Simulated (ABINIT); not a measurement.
# Cu3O2 (I4/mmm) in ABINIT: equation of state

Aim: energy against volume of Cu3O2 in PBEsol, for its equilibrium volume and stiffness.

Everything below comes from runs of ABINIT 10.8.3 (patched build). Logs are shortened: lines on timing, memory, paths and dates and some standing lists are left out, and cuts for length are marked. The log counts tension as positive stress, the text compression.

## (1) The crystal as given

The structure is tetragonal, space group I4/mmm (No. 139). Conventional cell: a = 4.046 Å, b = 4.046 Å, c = 7.347 Å, α = 90.00°, β = 90.00°, γ = 90.00°. Cu (site symmetry 4/mmm) is surrounded by 4 O at 2.02 Å. Cu (site symmetry -4m2) has 2 O at 1.84 Å as nearest neighbours. Around O (site symmetry mmm) lie 4 Cu at 1.84 to 2.02 Å.

The cell comes from a database or a generator and needn't be the stable form of this composition.

## (2) Equation of state, PBEsol

File run.abi:

```
# Datasets: one volume each
ndtset 7
scalecart1 3*0.9795861087
scalecart2 3*0.9864848297
scalecart3 3*0.9932883884
scalecart4 3*1.0000000000
scalecart5 3*1.0066227096
scalecart6 3*1.0131594038
scalecart7 3*1.0196128224

# Pseudopotentials
pp_dirpath "./"
pseudos "Cu.GGA_PBE-JTH.xml, O.GGA_PBE-JTH.xml"

# Structure
acell 4.6562188745 4.6562188745 4.6562188745 Angstrom
rprim
    -0.4344688372     0.4344688372     0.7889699988
     0.4344688372    -0.4344688372     0.7889699988
     0.4344688372     0.4344688372    -0.7889699988
ntypat 2
znucl 29 8
natom 5
typat 1 1 1 2 2
xred
     0.0000000000     0.0000000000     0.0000000000
     0.7500000000     0.2500000000     0.5000000000
     0.2500000000     0.7500000000     0.5000000000
     0.5000000000     0.0000000000     0.5000000000
     0.0000000000     0.5000000000     0.5000000000

# Plane-wave basis
ecut 707.496042 eV
pawecutdg 48.0
pawxcdev 0

# k points
kptopt 1
ngkpt 9 9 9
nshiftk 1
shiftk 0.0 0.0 0.0

# Exchange and correlation
ixc -116133

# Bands and occupations
nband 42
occopt 3
tsmear 0.00183747

# SCF cycle
nstep 100
tolvrs 1.0e-9

# Output
iomode 3
prtwf 0
prtden 0
prteig 0
prtebands 0
```

Potentials or basis: JTH PAW PBE v2.0.

Launch:

```
> mpirun --bind-to none -np 4 abinit run.abi > log 2>&1
```

run.abo:

```text
.Version 10.8.3 of ABINIT
 DATASET    1 : space group I4/m m m (#139); Bravais tI (body-center tetrag.)
================================================================================
 Values of the parameters that define the memory need for DATASET  1.
     intxc =       0    ionmov =       0      iscf =      17    lmnmax =      18
     lnmax =       6     mgfft =      40  mpssoang =       3    mqgrid =    3001
     natom =       5  nloc_mem =       2    nspden =       1   nspinor =       1
    nsppol =       1      nsym =      16    n1xccc =       1    ntypat =       2
    occopt =       3   xclevel =       2
       mpw =        2437          nfft =       64000          nkpt =          75
Pmy_natom=         2
 PAW method is used; the additional fine FFT grid is defined by:
   mgfftf=        54    nfftf =    157464
================================================================================
================================================================================
[... 77 lines left out ...]
================================================================================
 Values of the parameters that define the memory need for DATASET  7.
     intxc =       0    ionmov =       0      iscf =      17    lmnmax =      18
     lnmax =       6     mgfft =      45  mpssoang =       3    mqgrid =    3001
     natom =       5  nloc_mem =       2    nspden =       1   nspinor =       1
    nsppol =       1      nsym =      16    n1xccc =       1    ntypat =       2
    occopt =       3   xclevel =       2
       mpw =        2744          nfft =       91125          nkpt =          75
Pmy_natom=         2
 PAW method is used; the additional fine FFT grid is defined by:
   mgfftf=        60    nfftf =    216000
================================================================================
================================================================================

--------------------------------------------------------------------------------
------------- Echo of variables that govern the present computation ------------
--------------------------------------------------------------------------------
 -outvars: echo values of preprocessed input variables --------
            acell      8.7989784551E+00  8.7989784551E+00  8.7989784551E+00 Bohr
              amu      6.35460000E+01  1.59994000E+01
             ecut      2.60000000E+01 Hartree
                       outvar_i_n : Printing only first  50 k-points.
              ixc     -116133
           jdtset        1    2    3    4    5    6    7
                       outvar_i_n : Printing only first  50 k-points.
         kptrlatt        9    0    0      0    9    0      0    0    9
          kptrlen1     6.74071567E+01
          kptrlen2     6.78818707E+01
          kptrlen3     6.83500363E+01
          kptrlen4     6.88118749E+01
          kptrlen5     6.92675959E+01
          kptrlen6     6.97173981E+01
          kptrlen7     7.01614700E+01
            natom           5
            nband          42
           ndtset           7
            ngfft1         40      40      40
            ngfft2         40      40      40
            ngfft3         45      45      45
            ngfft4         45      45      45
            ngfft5         45      45      45
            ngfft6         45      45      45
            ngfft7         45      45      45
          ngfftdg1         54      54      54
          ngfftdg2         60      60      60
          ngfftdg3         60      60      60
          ngfftdg4         60      60      60
          ngfftdg5         60      60      60
          ngfftdg6         60      60      60
          ngfftdg7         60      60      60
             nkpt          75
            nstep         100
             nsym          16
           ntypat           2
                       prtocc : prtvol=0, do not print more k-points.
           occopt           3
        pawecutdg      4.80000000E+01 Hartree
         pawxcdev           0
           prtden           0
        prtebands           0
           prteig           0
            prtwf           0
            rprim1    -4.2559963758E-01  4.2559963758E-01  7.7286405101E-01
                       4.2559963758E-01 -4.2559963758E-01  7.7286405101E-01
                       4.2559963758E-01  4.2559963758E-01 -7.7286405101E-01
            rprim2    -4.2859691688E-01  4.2859691688E-01  7.7830693490E-01
                       4.2859691688E-01 -4.2859691688E-01  7.7830693490E-01
                       4.2859691688E-01  4.2859691688E-01 -7.7830693490E-01
            rprim3    -4.3155285111E-01  4.3155285111E-01  7.8367473860E-01
                       4.3155285111E-01 -4.3155285111E-01  7.8367473860E-01
[... 85 lines left out ...]
                       0.0000000000E+00  3.8978594424E+00  3.5391423922E+00
                       3.8978594424E+00  0.0000000000E+00  3.5391423922E+00
                       0.0000000000E+00  3.8978594424E+00  0.0000000000E+00
                       3.8978594424E+00  0.0000000000E+00  0.0000000000E+00
             xred      0.0000000000E+00  0.0000000000E+00  0.0000000000E+00
                       7.5000000000E-01  2.5000000000E-01  5.0000000000E-01
                       2.5000000000E-01  7.5000000000E-01  5.0000000000E-01
                       5.0000000000E-01  3.8921145456E-18  5.0000000000E-01
                       3.8921145456E-18  5.0000000000E-01  5.0000000000E-01
            znucl       29.00000    8.00000

================================================================================

 chkinp: Checking input parameters for consistency, jdtset=   1.

 chkinp: Checking input parameters for consistency, jdtset=   2.
[... 36 lines left out ...]
 getcut: wavevector=  0.0000  0.0000  0.0000  ngfft=  54  54  54
         ecut(hartree)=     48.000   => boxcut(ratio)=   2.00900

--- Pseudopotential description ------------------------------------------------
- pspini: atom type   1  psp file is ./Cu.GGA_PBE-JTH.xml
 Pseudopotential format is: paw10
 basis_size (lnmax)=  6 (lmn_size= 18), orbitals=   0   0   1   1   2   2
 Spheres core radius: rc_sph= 2.00090475
 Shapefunction is SIN type: shapef(r)=[sin(pi*r/rshp)/(pi*r/rshp)]**2
 Radius for shape functions =  1.80603571
 Compensation charge density is not taken into account in XC energy/potential

- pspini: atom type   2  psp file is ./O.GGA_PBE-JTH.xml
 Pseudopotential format is: paw10
 basis_size (lnmax)=  4 (lmn_size=  8), orbitals=   0   0   1   1
 Spheres core radius: rc_sph= 1.41465230
 Shapefunction is SIN type: shapef(r)=[sin(pi*r/rshp)/(pi*r/rshp)]**2
 Radius for shape functions =  1.20231231
 Compensation charge density is not taken into account in XC energy/potential

   8.33647827E+03                                ecore*ucvol(ha*bohr**3)
--------------------------------------------------------------------------------

================================================================================

--- !BeginCycle
iteration_state: {dtset: 1, }
solver: {iscf: 17, nstep: 100, nline: 4, wfoptalg: 10, }
tolerances: {tolvrs: 1.00E-09, }
...
[... 211 lines left out ...]
 getcut: wavevector=  0.0000  0.0000  0.0000  ngfft=  60  60  60
         ecut(hartree)=     48.000   => boxcut(ratio)=   2.21693

 getcut : COMMENT -
  Note that boxcut > 2.2 ; recall that boxcut=Gcut(box)/Gcut(sphere) = 2
  is sufficient for exact treatment of convolution.
  Such a large boxcut is a waste : you could raise ecut
  e.g. ecut=   58.977291 Hartrees makes boxcut=2

--------------------------------------------------------------------------------

================================================================================

--- !BeginCycle
iteration_state: {dtset: 2, }
solver: {iscf: 17, nstep: 100, nline: 4, wfoptalg: 10, }
tolerances: {tolvrs: 1.00E-09, }
...
[... 210 lines left out ...]
 getcut: wavevector=  0.0000  0.0000  0.0000  ngfft=  60  60  60
         ecut(hartree)=     48.000   => boxcut(ratio)=   2.20174

 getcut : COMMENT -
  Note that boxcut > 2.2 ; recall that boxcut=Gcut(box)/Gcut(sphere) = 2
  is sufficient for exact treatment of convolution.
  Such a large boxcut is a waste : you could raise ecut
  e.g. ecut=   58.172125 Hartrees makes boxcut=2

--------------------------------------------------------------------------------

================================================================================

--- !BeginCycle
iteration_state: {dtset: 3, }
solver: {iscf: 17, nstep: 100, nline: 4, wfoptalg: 10, }
tolerances: {tolvrs: 1.00E-09, }
...
[... 1065 lines left out ...]
-Cartesian components of stress tensor (GPa)         [Pressure= -1.2152E+01 GPa]
- sigma(1 1)=  9.02634770E+00  sigma(3 2)=  0.00000000E+00
- sigma(2 2)=  9.02634770E+00  sigma(3 1)=  0.00000000E+00
- sigma(3 3)=  1.84037623E+01  sigma(2 1)=  0.00000000E+00

== END DATASET(S) ==============================================================
================================================================================

 -outvars: echo values of variables after computation  --------
            acell      8.7989784551E+00  8.7989784551E+00  8.7989784551E+00 Bohr
           etotal1    -6.2564905270E+02
           etotal2    -6.2564954587E+02
           etotal3    -6.2564915379E+02
           etotal4    -6.2564798135E+02
           etotal5    -6.2564612074E+02
           etotal6    -6.2564364641E+02
           etotal7    -6.2564062999E+02
            fcart1     2.1907875748E-30  1.3481769691E-30 -2.7840454057E-31
                       1.3481769691E-30 -7.9205396935E-30  3.4336560004E-30
                      -7.9205396935E-30  3.8760087862E-30 -2.5984423787E-30
                       2.1907875748E-30  1.3481769691E-30 -2.7840454057E-31
                       2.1907875748E-30  1.3481769691E-30 -2.7840454057E-31
            fcart2     1.5479283575E-30  7.1121032640E-31  5.5291518396E-31
                      -5.1458158910E-30 -9.6222573572E-31 -2.2116607358E-30
                       2.9285131087E-31 -1.3805847512E-30  5.5291518396E-31
                       1.7571078652E-30  9.2038983417E-31  5.5291518396E-31
                       1.5479283575E-30  7.1121032640E-31  5.5291518396E-31
[... 80 lines left out ...]
           xangst5     0.0000000000E+00  0.0000000000E+00  0.0000000000E+00
                       4.4591674636E-18  2.0363796225E+00  1.8489731492E+00
                       2.0363796225E+00 -1.1750094465E-16  1.8489731492E+00
                       4.4591674636E-18  2.0363796225E+00 -2.9724633086E-17
                       2.0363796225E+00  4.4591674636E-18 -2.9724633086E-17
           xangst6     0.0000000000E+00  0.0000000000E+00  0.0000000000E+00
                       0.0000000000E+00  2.0496032372E+00  1.8609798047E+00
                       2.0496032372E+00  1.1750094465E-16  1.8609798047E+00
                       0.0000000000E+00  2.0496032372E+00  0.0000000000E+00
                       2.0496032372E+00  0.0000000000E+00  0.0000000000E+00
           xangst7     0.0000000000E+00  0.0000000000E+00  0.0000000000E+00
                       0.0000000000E+00  2.0626583868E+00  1.8728334988E+00
                       2.0626583868E+00  0.0000000000E+00  1.8728334988E+00
                       0.0000000000E+00  2.0626583868E+00  0.0000000000E+00
                       2.0626583868E+00  0.0000000000E+00  0.0000000000E+00
             xred      0.0000000000E+00  0.0000000000E+00  0.0000000000E+00
                       7.5000000000E-01  2.5000000000E-01  5.0000000000E-01
                       2.5000000000E-01  7.5000000000E-01  5.0000000000E-01
                       5.0000000000E-01  3.8921145456E-18  5.0000000000E-01
                       3.8921145456E-18  5.0000000000E-01  5.0000000000E-01
 Calculation completed.
```

It took 17 min on 4 MPI ranks of Intel Xeon 6975P-C (Granite Rapids), shared host; peak memory 0.88 GiB.

Results:

| Property | Result |
| --- | --- |
| Equilibrium volume | 11.56 Å³/atom |
| Bulk modulus at fixed shape and positions | 153 GPa |
| Pressure derivative of the bulk modulus | 4.9 |

Energy against volume, from the lowest point:
```csv
volume (Å³/atom),energy (meV/atom)
11.306,2.68
11.546,0.00
11.787,2.13
12.027,8.51
12.268,18.64
12.508,32.11
12.749,48.52
```

Caveat: pressures at fixed basis lie under the slope of the energies; the cell was scaled at fixed shape and fractional positions, which overstates the stiffness of a crystal with free parameters, most of all of layers and chains; the PAW data sets were made with another functional, which shifts forces and pressure a little; the run has no spin polarisation, though such a crystal can be magnetic; the atomic spheres overlap.
